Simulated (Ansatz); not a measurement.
# CH4BBrS: vertical ionisation energy

An exercise on one series of results from a longer session: the logs are not shown, and one member is left open.

The runs use Ansatz 0.2.0, Gaussian basis; unrestricted cation, the program's frozen cores in correlated methods.

The runs, in order: UKS PBE-D4/def2-TZVPP; UKS r2SCAN-D4/def2-TZVPP; UKS PBE0-D4/def2-TZVPP; UKS B3LYP-D4/def2-TZVPP; UKS wB97X-V/def2-TZVPP; UKS wB97M-V/def2-TZVPP; UKS B2PLYP/def2-TZVPP; UHF-CCSD(T)/def2-TZVPP; UHF-MP2/def2-QZVPP; extrapolation to the limit; then −ε(HOMO) from the neutral's earlier runs with LDA (SPW92), PBE-D4, revPBE-D4, BLYP-D4, r2SCAN-D4, B97M-V, PBE0-D4, B3LYP-D4, r2SCANh-D4, r2SCAN0-D4, HSE06-D4, BHLYP-D4, CAM-B3LYP-D4, LC-ωPBE, ωB97X-V, ωB97M-V.

### Structure used throughout

An earlier PBE0-D4 in a triple-zeta def2 set relaxation fixed the geometry.

SMILES `CB(S)Br`, 8 atoms, charge 0, spin multiplicity 1.

Atoms are counted from 1 here; the program's logs count them from 0.

Bond lengths: C1–B2 1.556 Å, C1–H5 1.091 Å, C1–H6 1.095 Å, C1–H7 1.095 Å, B2–S3 1.785 Å, B2–Br4 1.930 Å, S3–H8 1.345 Å. Angles: B2–C1–H5 114.0°, B2–C1–H6 109.8°, B2–C1–H7 109.8°, H5–C1–H6 108.5°, H5–C1–H7 108.5°, H6–C1–H7 105.9°, C1–B2–S3 126.2°, C1–B2–Br4 119.2°, S3–B2–Br4 114.6°, B2–S3–H8 96.9°.

The first run:

Input file in.yaml:

```yaml
crystal:
  periodic: [false, false, false]
  atoms:
    - {symbol: C, position_ang: [-0.183623, 0.895414, 0.018844]}
    - {symbol: B, position_ang: [-0.020778, -0.588784, -0.418960]}
    - {symbol: S, position_ang: [0.672648, -1.908166, 0.563058]}
    - {symbol: Br, position_ang: [-0.604622, -1.119794, -2.180391]}
    - {symbol: H, position_ang: [0.173902, 1.101330, 1.028923]}
    - {symbol: H, position_ang: [0.350088, 1.548351, -0.679213]}
    - {symbol: H, position_ang: [-1.237067, 1.186694, -0.043671]}
    - {symbol: H, position_ang: [0.941652, -1.172146, 1.655608]}
basis:
  gaussian: {orbitals: def2-TZVPP}
total_charge: 1
magnetization: {spin_polarized: true, initial_magnetization: 1}
hamiltonian: {xc: pbe, dispersion: d4}
```

Started as:

```console
$ ansatz run in.yaml --threads 2 --pin off --events-out ev --progress --plain --max-ram 32768MiB --backend cpu
```

Among the steps run: Cation, UKS PBE-D4/def2-TZVPP; Cation, UKS r2SCAN-D4/def2-TZVPP; Cation, UKS PBE0-D4/def2-TZVPP; Cation, UKS B3LYP-D4/def2-TZVPP; Cation, UKS wB97X-V/def2-TZVPP; Cation, UKS wB97M-V/def2-TZVPP; Cation, UKS B2PLYP (frozen core)/def2-TZVPP; Cation, UHF-CCSD(T)/def2-TZVPP; Cation, UHF-MP2/def2-QZVPP.

One of the session's tables, all rows but one given; the rest of the session is left out.

For comparison, −ε(HOMO) of the neutral from earlier runs:

```
  functional  −ε(HOMO) (eV)
 LDA (SPW92)           6.94
      PBE-D4           6.80
   revPBE-D4           6.75
     BLYP-D4           6.62
   r2SCAN-D4           7.09
      B97M-V           7.15
     PBE0-D4           7.99
    B3LYP-D4           7.73
  r2SCANh-D4           7.53
  r2SCAN0-D4           8.18
    HSE06-D4           7.59
    BHLYP-D4           9.02
CAM-B3LYP-D4              ?
     LC-ωPBE          10.65
     ωB97X-V          10.29
     ωB97M-V          10.13
```

**Question.** Estimate the row for CAM-B3LYP-D4.

**Answer.** −ε(HOMO) (eV): 9.26. In the column «−ε(HOMO) (eV)» it lies between BHLYP-D4 (9.02) and ωB97M-V (10.13).
